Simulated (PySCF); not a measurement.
# C4H9BrF2Si (TMS-CBrF2): the cost of one run

Programs: PySCF 2.14.0, with routines of our own; each step states its level. All values are computed. Atoms count from 0.

## 1. The starting structure

17 atoms, charge 0, multiplicity 1; geometry from: GFN2-xTB.

## 2. Geometry optimisation at PBE0-D3(BJ)/def2-SVP

What the job is given:

```
{"job": {"xc": "PBE0", "basis": "def2-SVP", "d3": "d3bj", "grid": 1, "maxiter": 30, "shake": 0.01, "kind": "geom"}, "charge": 0, "multiplicity": 1}
C     -0.850150     1.516240    -0.789560
Si    -0.188860    -0.025810     0.031980
C     -0.536900    -1.621550    -0.942180
C     -0.522790    -0.143060     1.888570
C      1.767900     0.193150    -0.037810
F      2.420320    -0.830710     0.535920
F      2.195550     1.296310     0.636180
Br     2.465860     0.367000    -1.888980
H     -0.569710     1.609880    -1.816430
H     -1.958060     1.549720    -0.754940
H     -0.529590     2.439920    -0.287570
H     -0.216660    -1.519520    -1.968440
H     -1.599870    -1.863110    -0.922540
H      0.015650    -2.456990    -0.509650
H     -0.050650    -1.002370     2.345300
H     -0.240340     0.763390     2.429620
H     -1.618180    -0.260650     2.060710
```

Launch:

```sh
$ OMP_NUM_THREADS=1 python heavy_run.py task.json out
```

One launch serves the whole session: the jobs run in the order shown.

Q: Estimate the wall time and peak memory of this first job on 1 thread of AMD EPYC 9R45, shared host.

About 87 s, with a peak of 0.82 GiB.
